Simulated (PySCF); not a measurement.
# One shape, several levels: GeH4 (SMILES [H][Ge]([H])([H])[H])

We compute a comparison of 6 runs (MP2/STO-6G, CCSDT(Q)/STO-6G, CCSDT/STO-6G, CISD/STO-6G, CCSD(T)/STO-6G, FCI/STO-6G) of GeH4. Input form: a Python script.

Program for the calculation: PySCF 2.14.0.

10 further runs of the same task are left out: 3 that didn't finish, 7 set aside as unsound or not needed.

### 1 The structure to begin with

The species is GeH4 (5 atoms), meant as a singlet with charge 0. SMILES: `[H][Ge]([H])([H])[H]`. The Ge1–H2 distance was set to 2.668 Å, away from the relaxed value. At this shape a bond of the SMILES string is far longer than usual.

Bond lengths: Ge1–H3 1.483 Å, Ge1–H4 1.482 Å, Ge1–H5 1.483 Å. Angles: H3–Ge1–H4 109.6°, H3–Ge1–H5 109.5°, H4–Ge1–H5 109.4°.

### 2 The energy at MP2/STO-6G (run 1)

input.py

```python
from pyscf import gto, mp

mol = gto.M(
    atom='''
Ge  -0.008968   0.015311  -1.185892
H    0.011480  -0.018150   1.481920
H    1.385812   0.024901  -1.689172
H   -0.716698   1.228821  -1.659292
H   -0.707978  -1.191399  -1.690252
''',
    verbose=3,
    basis='sto-6g',
    max_memory=1860,
    spin=0,
)

mf = mol.RHF()
mf.conv_tol = 1e-10
mf.kernel()
if not mf.converged:
    mf = mf.newton().run(mf.mo_coeff, mf.mo_occ)

pt = mp.MP2(mf, frozen=9).run()
e_tot = pt.e_tot
print(f'total energy: {e_tot:.8f} hartree')
```

Launch:

```
OMP_NUM_THREADS=1 python input.py
```

Log:

```text
converged SCF energy = -2066.39722409631
E(RMP2) = -2066.47745915022  E_corr = -0.0802350539099273
E(SCS-RMP2) = -2066.49231927597  E_corr = -0.0950951796620837
total energy: -2066.47745915 hartree
```

Run time: 1.3 s. Hardware: 1 thread of Intel Xeon Platinum 8259CL at 2.50GHz (Skylake/Cascade Lake), shared host; peak memory 0.12 GiB.

### 3 The energy at CCSDT(Q)/STO-6G (run 2)

input.py

```python
from pyscf import gto, cc

molecule = gto.M(
    atom=[
    ('Ge', (-0.008968, 0.015311, -1.185892)),
    ('H', (0.011480, -0.018150, 1.481920)),
    ('H', (1.385812, 0.024901, -1.689172)),
    ('H', (-0.716698, 1.228821, -1.659292)),
    ('H', (-0.707978, -1.191399, -1.690252)),
],
    basis='sto-6g',
    verbose=3,
    max_memory=1860,
)

hf = molecule.RHF()
hf.conv_tol = 1e-10
hf.kernel()
if not hf.converged:
    hf = hf.newton().run(hf.mo_coeff, hf.mo_occ)

mycc = cc.CCSDT(hf, frozen=9)
mycc.kernel()
e_bracket, e_q = mycc.ccsdt_q()
e_tot = mycc.e_tot + e_q
print(f'total energy: {e_tot:.8f} hartree')
```

Launch:

```
OMP_NUM_THREADS=1 python input.py
```

Log:

```text
converged SCF energy = -2066.39722409631
_make_eris_incore_RCCSDT

WARN: A large `blksize` is being used, which may cause large memory consumption
      for storing contraction intermediates. If memory is sufficient, consider using
      `pyscf.cc.rccsdt_highm.RCCSDT` instead.

RCCSDT converged
E(RCCSDT) = -2066.538759858099   E_corr = -0.1415357617865137
E_corr(same-spin) = -0.0010196059592196
E_corr(oppo-spin) = -0.140516155827294
_make_eris_incore_RCCSDT
total energy: -2066.53880548 hartree
```

It took 5.4 s on 1 thread of Intel Xeon Platinum 8259CL at 2.50GHz (Skylake/Cascade Lake), shared host; peak memory 0.12 GiB.

Runs 3 to 5 aren't shown in full; the table further down has their settings and results.

### 4 The energy at FCI/STO-6G (run 6)

start.xyz

```xyz
5

Ge    -0.008968     0.015311    -1.185892
H      0.011480    -0.018150     1.481920
H      1.385812     0.024901    -1.689172
H     -0.716698     1.228821    -1.659292
H     -0.707978    -1.191399    -1.690252
```

job.py

```python
from pyscf import gto, scf, mcscf
from pyscf import fci

system = gto.M(
    atom='start.xyz',
    max_memory=1860,
    basis='sto-6g',
    verbose=4,
    spin=0,
)

myscf = scf.RHF(system)
myscf.conv_tol = 1e-10
myscf.kernel()
if not myscf.converged:
    myscf = myscf.newton().run(myscf.mo_coeff, myscf.mo_occ)

cas = mcscf.CASCI(myscf, myscf.mo_coeff.shape[-1] - 9, (system.nelec[0] - 9, system.nelec[1] - 9))  # full CI above the frozen core
cas.fcisolver = fci.direct_spin0.FCI(system)  # even spin states alone
cas.kernel()
print('<S^2> = %.4f' % cas.fcisolver.spin_square(cas.ci, cas.ncas, cas.nelecas)[0])
e_final = cas.e_tot
print('Final energy', e_final)
```

Launch:

```
OMP_NUM_THREADS=1 python job.py
```

Log:

```text
PySCF version 2.14.0

[... 57 lines left out ...]
converged SCF energy = -2066.39722409631
[... 1 line left out ...]
******** <class 'pyscf.mcscf.casci.CASCI'> ********
CAS (9e+9e, 13o), ncore = 9, nvir = 0
natorb = False
canonicalization = True
sorting_mo_energy = False
******** <class 'pyscf.fci.direct_spin0.FCISolver'> ********
max. cycles = 100
conv_tol = 1e-10
davidson only = False
linear dependence = 1e-14
level shift = 0.001
max iter space = 12
nroots = 1
pspace_size = 400
spin = None
Density matrix diagonal elements [1.99408281 1.99736155 1.99736042 1.99987545 1.99987571 1.98722381
 1.97392346 1.97388903 1.61017146 0.39279429 0.02320622 0.02314897
 0.02708685]
CASCI converged
CASCI E = -2066.53880740091  E(CI) = -112.267992657389  S^2 = 0.0000000
<S^2> = 0.0000
Final energy -2066.5388074009143
```

Wall time 5.1 s (1 thread of Intel Xeon Platinum 8259CL at 2.50GHz (Skylake/Cascade Lake), shared host); peak memory 0.23 GiB.

### 5 All runs side by side

| run | level | energy (Eh) | dipole moment (D) of the reference | HOMO energy (eV) | LUMO energy (eV) | wall time |
| --- | --- | --- | --- | --- | --- | --- |
| 1 | MP2/STO-6G | -2066.477459 | 0.94 | -6.41 | 3.92 | 1.3 s |
| 2 | CCSDT(Q)/STO-6G | -2066.538805 | 0.94 | -6.41 | 3.92 | 5.4 s |
| 3 | CCSDT/STO-6G | -2066.538760 | 0.94 | -6.41 | 3.92 | 2.5 s |
| 4 | CISD/STO-6G | -2066.526243 | 0.94 | -6.41 | 3.92 | 1.3 s |
| 5 | CCSD(T)/STO-6G | -2066.538341 | 0.94 | -6.41 | 3.92 | 1.3 s |
| 6 | FCI/STO-6G | -2066.538807 | 0.94 | -6.41 | 3.92 | 5.1 s |

### 6 Outcome

| quantity | value |
| --- | --- |
| run 6: total energy | -2066.53881 Eh |
| run 6: dipole moment (Hartree–Fock density) | 0.94 D |
| run 6: HOMO energy (Hartree–Fock orbitals) | -6.41 eV |
| run 6: LUMO energy (Hartree–Fock orbitals) | 3.92 eV |
| run 6: HOMO–LUMO gap (Hartree–Fock orbitals) | 10.33 eV |
| run 6: correlation energy (9 core orbitals frozen) | -141.6 mEh |

What this shows: Against full CI in this basis: MP2 +61.3 mEh; CCSDT(Q) +0.0 mEh; CCSDT +0.0 mEh; CISD +12.6 mEh; CCSD(T) +0.5 mEh. In runs 1, 2, 3, 4, 5, 6 the basis is minimal, so the values are rough. In runs 1, 4, 5 a closed-shell determinant meets a far-stretched bond, which it describes badly. All runs together took 17 s, the longest 5.4 s.
